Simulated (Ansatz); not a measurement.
# Ti8HO16F: the cost of one run

Program: Ansatz 0.2.0. Level of theory: DFT PBE+D3(BJ), scalar-relativistic, plane waves, PAW. These are calculated values, not measurements.

2 further runs of the same task are left out: 2 set aside as unsound or not needed.

## 1. Starting point

The structure is monoclinic, space group Cm (No. 8). Conventional cell: a = 10.293 Å, b = 3.787 Å, c = 21.868 Å, α = 90.00°, β = 90.00°, γ = 90.00°. O (site symmetry m) has 2 Ti at 1.94 to 1.99 Å as nearest neighbours. Ti (site symmetry m) is surrounded by 5 O at 1.94 to 1.99 Å. O (site symmetry m) has 3 Ti at 1.94 to 1.99 Å as nearest neighbours. Around Ti (site symmetry m) lie 6 O at 1.94 to 1.99 Å. O (site symmetry m) is surrounded by 3 Ti at 1.94 to 2.10 Å. Around O (site symmetry m) lie 3 Ti at 1.78 to 2.09 Å. Around Ti (site symmetry m) lie 6 O at 1.87 to 2.10 Å. Only part of the 12 independent sites is listed.

As a file:

```
CELL_PARAMETERS angstrom
7.57474 0.00000 0.00000
-1.89369 5.14665 0.00000
0.00000 0.00000 21.86786
ATOMIC_POSITIONS crystal
O 0.15766 0.63063 0.36583
O 0.65766 0.63063 0.36583
Ti 0.06769 0.27077 0.39935
Ti 0.56769 0.27077 0.39935
O 0.29958 0.19832 0.40609
O 0.79958 0.19832 0.40609
O 0.47773 0.91090 0.43286
O 0.97773 0.91090 0.43286
Ti 0.20961 0.83846 0.43961
Ti 0.70961 0.83846 0.43961
O 0.11965 0.47860 0.47312
O 0.61965 0.47860 0.47312
O 0.22620 0.90468 0.52793
O 0.72620 0.90468 0.52793
Ti 0.13427 0.53710 0.56836
Ti 0.63427 0.53710 0.56836
O 0.36574 0.46297 0.56920
O 0.86574 0.46297 0.56920
O 0.54601 0.18403 0.60719
O 0.04601 0.18403 0.60719
Ti 0.26994 0.07970 0.59796
Ti 0.76994 0.07970 0.59796
O 0.19089 0.76364 0.63536
O 0.69089 0.76364 0.63536
```

Planes are indexed in the bulk's conventional cell (I4_1/amd (No. 141)), a = 3.787 Å, b = 3.787 Å, c = 9.571 Å, α = 90.00°, β = 90.00°, γ = 90.00°.

This (101) slab, 5.9 Å thick as cut, with 16 Å of vacuum, in a 2×1 surface cell; its outer planes are O (top) and O (bottom), was relaxed beforehand with its lower half held: -29109.7222 eV, gap on the mesh 2.08 eV, ionisation potential 6.87 eV (top face), 6.73 eV (bottom face), electron affinity 4.79 eV (top face), 4.65 eV (bottom face), dipole along +c -0.030 e·Å per cell.

## 2. HF, upright, over a bridge (O-Ti) site

input.yaml reads:

```yaml
crystal:
  lattice:
    - [7.5747420773, 0.0, 0.0]
    - [-1.8936855193, 5.1466543491, 0.0]
    - [0.0, 0.0, 24.7979571424]
  atoms:
    - { symbol: O, position: [0.1576574046, 0.6306296184, 0.3226072193] }
    - { symbol: O, position: [0.6576574046, 0.6306296184, 0.3226072193] }
    - { symbol: Ti, position: [0.0676917461, 0.2707669845, 0.3521612654] }
    - { symbol: Ti, position: [0.5676917461, 0.2707669845, 0.3521612654] }
    - { symbol: O, position: [0.2995803411, 0.1983213645, 0.3581109278] }
    - { symbol: O, position: [0.7995803411, 0.1983213645, 0.3581109278] }
    - { symbol: O, position: [0.4777260877, 0.9109043507, 0.3817153115] }
    - { symbol: O, position: [0.9777260877, 0.9109043507, 0.3817153115] }
    - { symbol: Ti, position: [0.2096146827, 0.8384587307, 0.3876649739] }
    - { symbol: Ti, position: [0.7096146827, 0.8384587307, 0.3876649739] }
    - { symbol: O, position: [0.1196490242, 0.4785960968, 0.41721902] }
    - { symbol: O, position: [0.6196490242, 0.4785960968, 0.41721902] }
    - { symbol: O, position: [0.2261951152, 0.9046788757, 0.4655480206] }
    - { symbol: O, position: [0.7261951152, 0.9046788757, 0.4655480206] }
    - { symbol: Ti, position: [0.1342668687, 0.5370975106, 0.5011993746] }
    - { symbol: Ti, position: [0.6342668687, 0.5370975106, 0.5011993746] }
    - { symbol: O, position: [0.3657395743, 0.4629664954, 0.5019437636] }
    - { symbol: O, position: [0.8657395743, 0.4629664954, 0.5019437636] }
    - { symbol: O, position: [0.546010691, 0.1840282131, 0.5354435453] }
    - { symbol: O, position: [0.046010691, 0.1840282131, 0.5354435453] }
    - { symbol: Ti, position: [0.2699402745, 0.079701298, 0.5273094363] }
    - { symbol: Ti, position: [0.7699402745, 0.079701298, 0.5273094363] }
    - { symbol: O, position: [0.1908873032, 0.7636403214, 0.5602848895] }
    - { symbol: O, position: [0.6908873032, 0.7636403214, 0.5602848895] }
    - { symbol: F, position: [0.2304137888, 0.4216708097, 0.6074661954] }
    - { symbol: H, position: [0.2304137888, 0.4216708097, 0.6449733172] }
basis:
  ecutwfc: 420
kpoints:
  mp_grid: { grid: [2, 3, 1] }
hamiltonian:
  xc: pbe
  dispersion: d3bj
scf:
  occupations: { method: gaussian, width: 0.05 }
output:
  forces: true
  eigenvalues: true
  write_density: true
  write_potential: true
  elf: true
  volumetric_format: npy
relax:
  adjacent_minimum: "off"
  f_tol: 0.04
  max_steps: 100
  constraints: [{ sites: [0, 1, 2, 3, 4, 5, 6, 7, 8, 9, 10, 11] }]
efield:
  axis: 3
  dipole_correction: true
  ramp_width: 0.04
```

On the command line:

```
$ ansatz run input.yaml --threads 8 --pin off --max-ram 20480MiB --backend cpu --events-out ev --progress --plain --runs-dir out
```

What time and memory should one allow on 8 threads of Arm Neoverse N1, shared host?

About 4.6 min, with a peak of 2.2 GiB.
